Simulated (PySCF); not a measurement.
# GeCl₂: structure of the singlet

The task is one start of a wider search on GeCl₂: the singlet, built as linear. It is relaxed, tested by its Hessian and followed downhill if it is a saddle.

The runs use PySCF 2.14.0; PBE0, basis Ge def2-TZVP, Cl def2-TZVP, no relativity, density fitting.

### Step 1. The starting structure

3 atoms, charge 0, spin multiplicity 1.

Bond lengths: Ge1–Cl2 2.200 Å, Ge1–Cl3 2.200 Å. Angles: Cl2–Ge1–Cl3 180.0°.

Coordinates in bohr (charge 0 multiplicity 1):
```
Ge    0.0000    0.0000    0.0000
Cl    0.0000    0.0000    4.1574
Cl    0.0000    0.0000   -4.1574
```

### Step 2. Relaxation: linear start, singlet

The steps below are one call of a driver around PySCF. For each, scf.py gives the equivalent set-up of the SCF; relaxations use the driver's own optimiser. Before each start the driver seeks the lowest SCF state from one or more starting densities and follows internal instabilities, so scf.py alone need not reach the same state.

The program finds D∞h symmetry in the start, which this walk keeps. The walk stops when the largest gradient is under 0.0003 Eh/bohr and the energy has settled too.

scf.py reads:

```python
from pyscf import gto, scf, dft
mol = gto.M(atom='''
Ge     0.000000     0.000000     0.000000
Cl     0.000000     0.000000     2.200000
Cl     0.000000     0.000000    -2.200000''',
    basis={'Ge': 'def2-TZVP', 'Cl': 'def2-TZVP'},
    charge=0, spin=0)
mf = dft.RKS(mol, xc='PBE0')
mf.grids.atom_grid = (50, 194)
aux = {'Ge': 'def2-universal-JKFIT', 'Cl': 'def2-universal-JKFIT'}
mf = mf.density_fit(auxbasis=aux)
mf.kernel()
```

Energy and gradient, step by step:

| step | energy (Eh) | change (kJ/mol) | largest symmetric gradient (Eh/bohr) |
| --- | --- | --- | --- |
| 0 | -2996.888038 | 0.00 | 0.03246 |
| 1 | -2996.894318 | -16.49 | 0.00564 |
| 2 | -2996.894556 | -17.11 | 0.00104 |
| 3 | -2996.894565 | -17.14 | 0.00004 |

The walk ran for 4.4 s (4 threads, shared host).

Geometry (Å) and forces (eV/Å) at some steps:

```
step 0
Ge   0.000   0.000   0.000   0.000   0.000   0.000
Cl   0.000   0.000   2.200   0.000   0.000   1.669
Cl   0.000   0.000  -2.200   0.000   0.000  -1.669
step 1
Ge   0.000   0.000   0.000   0.000   0.000   0.000
Cl   0.000   0.000   2.291   0.000   0.000   0.290
Cl   0.000   0.000  -2.291   0.000   0.000  -0.290
step 2
Ge   0.000   0.000   0.000   0.000   0.000   0.000
Cl   0.000   0.000   2.310   0.000   0.000   0.053
Cl   0.000   0.000  -2.310   0.000   0.000  -0.053
step 3
Ge   0.000   0.000   0.000   0.000   0.000   0.000
Cl   0.000   0.000   2.314   0.000   0.000   0.002
Cl   0.000   0.000  -2.314   0.000   0.000  -0.002
```

It settles in D∞h symmetry, 17.1 kJ/mol below the start, after 3 steps: Ge–Cl 2.314 Å (×2); Cl–Ge–Cl 180.0°.

### Step 3. Frequencies

On the finer grid the gradient is checked again; gradients at displacements of ±0.01 bohr then give force constants and infrared intensities.

Edit scf.py of step 2 so:

```diff
@@ -3,3 +3,3 @@
-Ge     0.000000     0.000000     0.000000
-Cl     0.000000     0.000000     2.200000
-Cl     0.000000     0.000000    -2.200000''',
+Ge     0.000000     0.000000    -0.000000
+Cl     0.000000     0.000000     2.313959
+Cl    -0.000000     0.000000    -2.313959''',
@@ -9 +9 @@
-mf.grids.atom_grid = (50, 194)
+mf.grids.atom_grid = (75, 302)
```

This SCF starts from the last density.

Log of the central SCF (cycles and frontier levels):

```text
init E= -2996.89453161633
  HOMO = -0.267389769771654  LUMO = -0.135362454427429  gap/eV = 3.59265
cycle= 1 E= -2996.89453161632  delta_E= 4.09e-12  |g|= 2.82e-06  |ddm|= 4.18e-06
  HOMO = -0.267389533631508  LUMO = -0.135362848291685  gap/eV = 3.59263
Extra cycle  E= -2996.89453161632  delta_E= 1.82e-12  |g|= 4.8e-06  |ddm|= 7.05e-06
converged SCF energy = -2996.89453161632
```

The whole step took 9.1 s.

Geometry: D∞h; Ge–Cl 2.314 Å (×2); Cl–Ge–Cl 180.0°.

Modes, for the most abundant isotopes:

| symmetry | ω (cm⁻¹) | IR (km/mol) | μ (u) | type |
| --- | --- | --- | --- | --- |
| πu | 163i | 6.4 | 47.01 | bend |
| σg+ | 303 | 0.0 | 34.97 | stretch |
| σu+ | 307 | 371 | 47.01 | stretch |

With 2 modes imaginary (up to 163i cm⁻¹) this point is a saddle.

Properties at this point:

```yaml
Dipole_moment: 0.00 D
Highest_occupied_level: -7.28 eV
Lowest_empty_level: -3.68 eV
Rotational_constants: 0.04502 cm⁻¹
Zero-point_energy_real_modes: 3.6 kJ/mol
Principal_polarisabilities: 36.9, 36.9, 109.3 bohr³
Atomisation_energy_without_zero-point_energy: 642 kJ/mol
Principal_traceless_quadrupole_moments_about_the_centre_of_mass: -15.60, 7.80, 7.80 D Å
```

Populations by atom (charges in e):

```csv
atom,Mulliken,Löwdin,polar tensor,Mayer order to Ge1
Ge1,0.74,0.17,1.46,–
"Cl2,3",-0.37,-0.08,-0.73,1.02
```

Mulliken populations on Ge1: s 7.98, p 13.01, d 10.25, f 0.02.

### Step 4. Downhill along the imaginary mode

The atoms are moved a little along the softest imaginary mode and relaxed again.

The program finds C2v symmetry in the start, which this walk keeps. Threshold on the gradient: 0.0003 Eh/bohr, with a further test on the energy change.

Edit scf.py of step 3 so:

```diff
@@ -3,3 +3,3 @@
-Ge     0.000000     0.000000    -0.000000
-Cl     0.000000     0.000000     2.313959
-Cl    -0.000000     0.000000    -2.313959''',
+Ge    -0.031066     0.109201    -0.000000
+Cl     0.032835    -0.115420     2.313959
+Cl     0.032835    -0.115420    -2.313959''',
@@ -9 +9 @@
-mf.grids.atom_grid = (75, 302)
+mf.grids.atom_grid = (50, 194)
```

Energy and gradient, step by step:

| step | energy (Eh) | change (kJ/mol) | largest symmetric gradient (Eh/bohr) |
| --- | --- | --- | --- |
| 0 | -2996.897816 | 0.00 | 0.01275 |
| 1 | -2996.907838 | -26.31 | 0.01745 |
| 2 | -2996.921315 | -61.70 | 0.02654 |
| 3 | -2996.936357 | -101.19 | 0.03283 |
| 4 | -2996.950793 | -139.09 | 0.01863 |
| 5 | -2996.955394 | -151.17 | 0.01310 |
| 6 | -2996.955897 | -152.49 | 0.00460 |
| 7 | -2996.955976 | -152.70 | 0.00034 |
| 8 | -2996.955978 | -152.70 | 0.00008 |

The walk took 12 s.

After 8 steps and 152.7 kJ/mol it ends at C2v: Ge–Cl 2.182 Å (×2); Cl–Ge–Cl 100.3°.

### Step 5. Vibrations and properties at this point

As before: finer grid, then central differences.

Edit scf.py of step 4 so:

```diff
@@ -3,3 +3,3 @@
-Ge    -0.031066     0.109201    -0.000000
-Cl     0.032835    -0.115420     2.313959
-Cl     0.032835    -0.115420    -2.313959''',
+Ge    -0.186306     0.654898     0.000000
+Cl     0.196719    -0.691500     1.674116
+Cl     0.196719    -0.691500    -1.674116''',
@@ -9 +9 @@
-mf.grids.atom_grid = (50, 194)
+mf.grids.atom_grid = (75, 302)
```

Log of the central SCF (cycles and frontier levels):

```text
init E= -2996.95592631657
  HOMO = -0.297907136105138  LUMO = -0.113100667736276  gap/eV = 5.02884
cycle= 1 E= -2996.95592631639  delta_E= 1.89e-10  |g|= 4.48e-05  |ddm|= 5.4e-05
  HOMO = -0.297910910304736  LUMO = -0.113108014547642  gap/eV = 5.02874
cycle= 2 E= -2996.95592631595  delta_E= 4.37e-10  |g|= 6.54e-05  |ddm|= 7.81e-05
  HOMO = -0.297908988643016  LUMO = -0.113103871019657  gap/eV = 5.02880
cycle= 3 E= -2996.95592631679  delta_E= -8.37e-10  |g|= 3.36e-06  |ddm|= 4.73e-05
  HOMO = -0.297908835539616  LUMO = -0.113103779177344  gap/eV = 5.02880
cycle= 4 E= -2996.95592631679  delta_E= -7.73e-12  |g|= 5.86e-08  |ddm|= 2.74e-06
  HOMO = -0.29790883274832  LUMO = -0.1131037715544  gap/eV = 5.02880
Extra cycle  E= -2996.95592631679  delta_E=    0  |g|= 7.11e-08  |ddm|= 1e-07
converged SCF energy = -2996.95592631679
```

The whole step took 14 s.

Geometry: C2v; Ge–Cl 2.182 Å (×2); Cl–Ge–Cl 100.2°.

Harmonic modes (main isotopes):

```json
{"symmetry": "a1", "ω (cm⁻¹)": "158", "IR (km/mol)": "2.1", "type": "bend"}
{"symmetry": "b2", "ω (cm⁻¹)": "388", "IR (km/mol)": "123", "type": "stretch"}
{"symmetry": "a1", "ω (cm⁻¹)": "409", "IR (km/mol)": "51.6", "type": "stretch"}
```

All wavenumbers are real: a minimum.

Properties at this point:

```
Dipole moment                                                   : 1.99 D
Highest occupied level                                          : -8.11 eV
Lowest empty level                                              : -3.08 eV
Rotational constants                                            : 0.2394, 0.086, 0.06327 cm⁻¹
Zero-point energy                                               : 5.7 kJ/mol
Principal polarisabilities                                      : 36.8, 53.5, 69.4 bohr³
Atomisation energy without zero-point energy                    : 803 kJ/mol
Principal traceless quadrupole moments about the centre of mass : -4.79, 0.61, 4.18 D Å
Entropy at 298.15 K and 1 bar                                   : 295.3 J/(mol K)
Heat capacity Cp at 298.15 K                                    : 53.5 J/(mol K)
Enthalpy at 298.15 K above 0 K                                  : 13.20 kJ/mol
Rotational symmetry number                                      : 2
```

Populations by atom (charges in e):

```json
{"atom": "Ge1", "Mulliken": "0.60", "Löwdin": "-0.09", "polar tensor": "1.15", "Mayer order to Ge1": "–"}
{"atom": "Cl2,3", "Mulliken": "-0.30", "Löwdin": "0.05", "polar tensor": "-0.58", "Mayer order to Ge1": "1.10"}
```

Mulliken populations on Ge1: s 7.86, p 13.30, d 10.20, f 0.04.

### Step 6. Stability of the closed shell

At the lowest minimum the closed shell is tested against spin polarisation, on the (50, 194) grid. It is stable.

### Step 7. All stationary points

| spin | group | bonds | imaginary modes (cm⁻¹) | ΔE (kJ/mol) | with zero-point energy |
| --- | --- | --- | --- | --- | --- |
| singlet | C2v | Ge–Cl 2.182 Å (×2) | none | 0.0 | 0.0 |
| singlet | D∞h | Ge–Cl 2.314 Å (×2) | 163i, 163i | 161.2 | – |

### Step 8. Outcome

```
                                 quantity                                value
                                  minimum                         singlet, C2v
                                 geometry  Ge–Cl 2.182 Å (×2); Cl–Ge–Cl 100.2°
                       wavenumbers (cm⁻¹)         158 (a1), 388 (b2), 409 (a1)
                            dipole moment                               1.99 D
     highest occupied, lowest empty level                      -8.11, -3.08 eV
               polar-tensor charge of Ge1                              +1.15 e
                        zero-point energy                           5.7 kJ/mol
                      entropy at 298.15 K                      295.3 J/(mol K)
atomisation energy (no zero-point energy)                           803 kJ/mol
```

In words: From D∞h at the start the molecule goes to a C2v minimum, after a first stop at a second-order saddle point 161.2 kJ/mol higher, from which it was pushed off along an imaginary mode. In the infrared the band at 388 cm⁻¹ (b2, stretch) leads. Other starts or spin states, not run here, may lie lower.

The search up to here ran for 46 s (4 threads, shared host).
